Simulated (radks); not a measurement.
# Ag in [Kr] 4d10 5d1: an all-electron calculation

The task here is to estimate one member of a computed series from the others.

Program: radks (a radial shooting solver on a logarithmic mesh, Libxc functionals) version 1. Level of theory: non-relativistic Kohn-Sham, BLYP, spin-unpolarised, spherical densities, point nucleus. These are calculated values, not measurements, unless marked.

### The atom as given

- element: silver (Z = 47)
- charge: 0
- electrons: 47
- configuration: [Kr] 4d10 5d1

Outer shells as boxes (Hund's rule):

Ag
```
[Kr] core
4d [↑↓][↑↓][↑↓][↑↓][↑↓]
5d [↑ ][  ][  ][  ][  ]
```

The first run:

The run's settings:

```text
Z 47
configuration [Kr] 4d10 5d1
relativity non-relativistic
functional b88,lyp
spin unpolarised
nucleus point
```

The run is started by

```
> python run_ks.py task.json out
```

The same process makes all the runs of this session.

One table of the session follows, with a row left open; its other results are not shown here.

It belongs to the step «Radial structure». Radial moments (bohr):

```
level      <r>  outermost maximum (interpolated)  90 % within  nodes
   1s  0.03239                            0.0214       0.0576      0
   2s   0.1405                             0.119        0.216      1
   2p        ?                                 ?            ?      ?
   3s   0.3814                             0.345        0.561      2
   3p   0.3733                             0.331        0.561      1
   3d   0.3456                             0.274        0.546      0
   4s   0.9426                             0.849         1.37      3
   4p    1.015                             0.888         1.50      2
   4d    1.380                              1.03         2.23      1
   5d    10.52                              8.87         15.8      2
```

Estimate the missing values for 2p.

The run gave: <r>: 0.1200; outermost maximum (interpolated): 0.0934; 90 % within: 0.195; nodes: 0. In the column «<r>» it lies between 1s (0.03239) and 2s (0.1405).
